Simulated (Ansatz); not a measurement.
# ZrCu, space group Pm-3m: a scan of the energy under strain

Program: the Python package of Ansatz (0.2.0).

At the Python prompt:
```pycon
>>> import ansatz as az
>>> import numpy as np
>>> VECTORS = np.array([
...     [3.25266, 0.0, 0.0],
...     [0.0, 3.25266, 0.0],
...     [0.0, 0.0, 3.25266],
... ])
>>> SITES = [
...     ("Zr", [0.5, 0.5, 0.5]),
...     ("Cu", [0.0, 0.0, 0.0]),
... ]
>>> def on_lattice(cell):
...     crystal = az.Crystal(lattice=az.Lattice.of(cell))
...     for symbol, position in SITES:
...         crystal = crystal.atom(symbol, position)
...     return crystal
...
>>> # clamped ions: the fractional positions stay as typed
>>> values = np.linspace(-0.03, 0.03, 7)
>>> energies = []
>>> for d in values:
...     strain = np.diag([0, 0, d])
...     cell = VECTORS @ (np.eye(3) + strain)
...     base = on_lattice(cell).calculation()
...     base = base.functional("pbesol").pseudopotentials("paw")
...     base = base.occupations("fermi_dirac").basis(520)
...     base = base.kpoints(11, 11, 11)
...     rep = base.run().report
...     energies.append(rep["free_energy_ev"] / len(SITES))
...     print(f"d = {d:+.4f}  F = {energies[-1]:.5f} eV/atom")
...
d = -0.0300  F = -5358.84007 eV/atom
d = -0.0200  F = -5358.84060 eV/atom
d = -0.0100  F = -5358.83957 eV/atom
d = +0.0000  F = -5358.83705 eV/atom
d = +0.0100  F = -5358.83307 eV/atom
d = +0.0200  F = -5358.82771 eV/atom
d = +0.0300  F = -5358.82100 eV/atom
>>> energies = np.array(energies)
>>> for value, e in zip(values, energies):
...     print(f"strain {value:7.3f}   E - Emin = {1000 * (e - energies.min()):9.3f} meV/atom")
...
strain  -0.030   E - Emin =     0.533 meV/atom
strain  -0.020   E - Emin =     0.000 meV/atom
strain  -0.010   E - Emin =     1.025 meV/atom
strain   0.000   E - Emin =     3.552 meV/atom
strain   0.010   E - Emin =     7.525 meV/atom
strain   0.020   E - Emin =    12.891 meV/atom
strain   0.030   E - Emin =    19.595 meV/atom
>>> curvature = 2 * np.polyfit(values, energies, 3)[1]
>>> volume = abs(np.linalg.det(VECTORS)) / len(SITES)
>>> print(f"d2E/dd2 over the volume: {curvature / volume * 160.21766:.1f} GPa")
d2E/dd2 over the volume: 134.8 GPa
```

Against the unstrained cell the energy per atom changes by -3.02 meV at one end of the scan and +16.04 meV at the other, and its second derivative over the volume is 134.8 GPa.

What to keep in mind:
- Total energies depend on the potentials; only differences at equal settings carry meaning.
- The curvature belongs to this strain pattern and to the cell's stress; it equals a single elastic constant only for simple patterns.
- In a metal a curvature from energy changes of a few meV or less hangs on mesh and smearing, in size and even in sign.
- This cell is a computed structure, which may not be the phase found in nature.
- The ions keep their fractional positions (clamped ions).
- It ran for 37 s on 1 thread of Arm Neoverse V1, with other jobs on the host, peak memory 0.45 GiB.
